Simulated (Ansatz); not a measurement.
# CH9AlSSi2: up Jacob's ladder to CCSD(T)

An exercise on one series of results from a longer session: the logs are not shown, and one member is left open.

Method: functionals in def2-TZVPP, the program's frozen cores in correlated methods; program: Ansatz 0.2.0, Gaussian basis.

Levels to be run: LDA (SPW92), PBE-D4, revPBE-D4, BLYP-D4, r2SCAN-D4, B97M-V, PBE0-D4, B3LYP-D4, r2SCANh-D4, r2SCAN0-D4, HSE06-D4, BHLYP-D4, CAM-B3LYP-D4, LC-ωPBE, ωB97X-V, ωB97M-V, B2PLYP, PBE-QIDH; CCSD(T)/def2-SVP; CCSD(T)/def2-TZVPP; MP2/def2-QZVPP; extrapolation to the limit; RPA on PBE.

## The relaxed structure

An earlier PBE0-D4 in a triple-zeta def2 set relaxation fixed the geometry.

SMILES `[CH3][AlH][SiH2]S[SiH3]`, 14 atoms, charge 0, spin multiplicity 1.

Atoms are counted from 1 here; the program's logs count them from 0.

Bond lengths: C1–Al2 1.957 Å, C1–H6 1.096 Å, C1–H7 1.093 Å, C1–H8 1.093 Å, Al2–Si3 2.481 Å, Al2–H9 1.591 Å, Si3–S4 2.194 Å, Si3–H10 1.491 Å, Si3–H11 1.491 Å, S4–Si5 2.098 Å, Si5–H12 1.483 Å, Si5–H13 1.483 Å, Si5–H14 1.530 Å. Angles: Al2–C1–H6 109.7°, Al2–C1–H7 112.1°, Al2–C1–H8 112.1°, H6–C1–H7 107.2°, H6–C1–H8 107.2°, H7–C1–H8 108.3°, C1–Al2–Si3 115.2°, C1–Al2–H9 122.8°, Si3–Al2–H9 120.4°, Al2–Si3–S4 102.1°, Al2–Si3–H10 119.8°, Al2–Si3–H11 115.7°, S4–Si3–H10 107.3°, S4–Si3–H11 103.7°, H10–Si3–H11 106.7°, Si3–S4–Si5 90.5°, S4–Si5–H12 114.5°, S4–Si5–H13 112.1° and more.

The first run:

File in.yaml:

```yaml
crystal:
  periodic: [false, false, false]
  atoms:
    - {symbol: C, position_ang: [-1.386629, -0.688843, 1.770687]}
    - {symbol: Al, position_ang: [0.383598, -0.217952, 1.081667]}
    - {symbol: Si, position_ang: [0.986349, -1.260573, -1.086936]}
    - {symbol: S, position_ang: [-0.108423, -0.008359, -2.517843]}
    - {symbol: Si, position_ang: [0.211636, 1.678575, -1.312415]}
    - {symbol: H, position_ang: [-1.326164, -1.626525, 2.334444]}
    - {symbol: H, position_ang: [-1.778358, 0.072182, 2.450803]}
    - {symbol: H, position_ang: [-2.113855, -0.840726, 0.968920]}
    - {symbol: H, position_ang: [1.496779, 0.487241, 1.972992]}
    - {symbol: H, position_ang: [2.411394, -1.290093, -1.523522]}
    - {symbol: H, position_ang: [0.438899, -2.627008, -1.320963]}
    - {symbol: H, position_ang: [1.635079, 2.064791, -1.159304]}
    - {symbol: H, position_ang: [-0.606718, 2.836506, -1.745871]}
    - {symbol: H, position_ang: [-0.256485, 1.391683, 0.115944]}
basis:
  gaussian: {orbitals: def2-TZVPP}
hamiltonian: {xc: lda}
output: {orbitals: {seedname: orbitals}}
```

Among the steps run: LDA; PBE-D4 (GGA); revPBE-D4 (GGA); BLYP-D4 (GGA); r2SCAN-D4 (meta-GGA); B97M-V (meta-GGA); PBE0-D4 (hybrid); B3LYP-D4 (hybrid); r2SCANh-D4 (hybrid); r2SCAN0-D4 (hybrid); HSE06-D4 (hybrid); BHLYP-D4 (hybrid); CAM-B3LYP-D4 (range-separated); LC-ωPBE (range-separated); ωB97X-V (range-separated); ωB97M-V (range-separated); B2PLYP (double hybrid); PBE-QIDH (double hybrid).

One table of the session follows, with a row left open; its other results are not shown here.

It belongs to the step «Frontier levels by functional». 

| functional | HOMO (eV) | LUMO (eV) | gap (eV) |
| --- | --- | --- | --- |
| LDA (SPW92) | -6.07 | -2.40 | 3.67 |
| PBE-D4 | -5.99 | -2.18 | 3.82 |
| revPBE-D4 | -5.96 | -2.08 | 3.87 |
| BLYP-D4 | -5.85 | -1.98 | 3.87 |
| r2SCAN-D4 | -6.23 | -1.94 | 4.29 |
| B97M-V | -6.34 | -2.08 | 4.25 |
| PBE0-D4 | -7.06 | -1.40 | 5.66 |
| B3LYP-D4 | -6.87 | -1.53 | 5.34 |
| r2SCANh-D4 | -6.62 | -1.67 | 4.95 |
| r2SCAN0-D4 | -7.21 | -1.27 | 5.95 |
| HSE06-D4 | ? | ? | ? |
| BHLYP-D4 | -8.03 | -0.49 | 7.54 |
| CAM-B3LYP-D4 | -8.29 | -0.35 | 7.94 |
| LC-ωPBE | -9.57 | 0.65 | 10.23 |
| ωB97X-V | -9.27 | 0.57 | 9.84 |
| ωB97M-V | -9.04 | 0.31 | 9.35 |

Q: Estimate the row for HSE06-D4 from the others.

The run gave: HOMO (eV): -6.67; LUMO (eV): -1.77; gap (eV): 4.90. In the column «HOMO (eV)» it lies between B3LYP-D4 (-6.87) and r2SCANh-D4 (-6.62).
